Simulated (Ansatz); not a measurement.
# BrFH2Si: the cost of one run

Computed with the Python package of Ansatz 0.2.0. Level of theory: PBE/def2-SVP.

### Step 1. The system

Bond lengths: F1–Si2 1.605 Å, Si2–Br3 2.239 Å, Si2–H4 1.472 Å, Si2–H5 1.490 Å. Angles: F1–Si2–Br3 111.5°, F1–Si2–H4 109.3°, F1–Si2–H5 108.7°, Br3–Si2–H4 111.0°, Br3–Si2–H5 109.8°, H4–Si2–H5 106.4°.

No structure file is read: the coordinates are typed or built in the script.

### Step 2. Script

brfh2si_dimer.py

```python
# -*- coding: utf-8 -*-
'''Interaction energy of two BrFH2Si molecules, with the counterpoise correction.'''

import ansatz as az

FIRST = [
    ('F', (-0.3088, -0.2502, 1.5966)),
    ('Si', (0.0777, -0.085, 0.0471)),
    ('Br', (-1.3242, 1.3094, -1.0029)),
    ('H', (0.0845, -1.4094, -0.5961)),
    ('H', (1.4707, 0.435, -0.0446)),
]
SECOND = [
    ('F', (-0.9208, -3.1066, -0.009)),
    ('Si', (-0.6952, -4.0445, -1.2924)),
    ('Br', (0.8093, -3.1635, -2.6968)),
    ('H', (-1.9849, -4.2611, -1.9689)),
    ('H', (-0.2321, -5.3828, -0.8301)),
]

def energy(atoms, ghosts=()):
    molecule = az.Crystal.molecule()
    for symbol, xyz in atoms:
        molecule = molecule.atom(symbol, xyz)
    calc = (
        molecule.calculation()
        .basis(gaussian='def2-SVP')
        .functional('pbe')
    )
    deck = calc.input()
    if ghosts:
        deck = deck.set(az.key.basis.gaussian.ghost_atoms, [{'symbol': s, 'position_ang': list(xyz)} for s, xyz in ghosts])
    return az.Session.from_dict(deck).plan().execute().report['free_energy_ev']


def main():
    # monomers in their own basis and in the basis of the dimer
    both = energy(FIRST + SECOND)
    alone = energy(FIRST) + energy(SECOND)
    ghosted = energy(FIRST, SECOND) + energy(SECOND, FIRST)
    print(f'dimer {both:.6f} eV')
    print(f'interaction, uncorrected   {96.485332 * (both - alone):8.3f} kJ/mol')
    print(f'interaction, counterpoise  {96.485332 * (both - ghosted):8.3f} kJ/mol')
    print(f'basis-set superposition    {96.485332 * (alone - ghosted):8.3f} kJ/mol')


if __name__ == '__main__':
    main()
```

### Step 3. The run

On the command line:

```
$ python brfh2si_dimer.py
```

Q: Estimate wall time and peak memory on 1 thread of Arm Neoverse V2, shared host.

About 13 s, with a peak of 0.26 GiB.
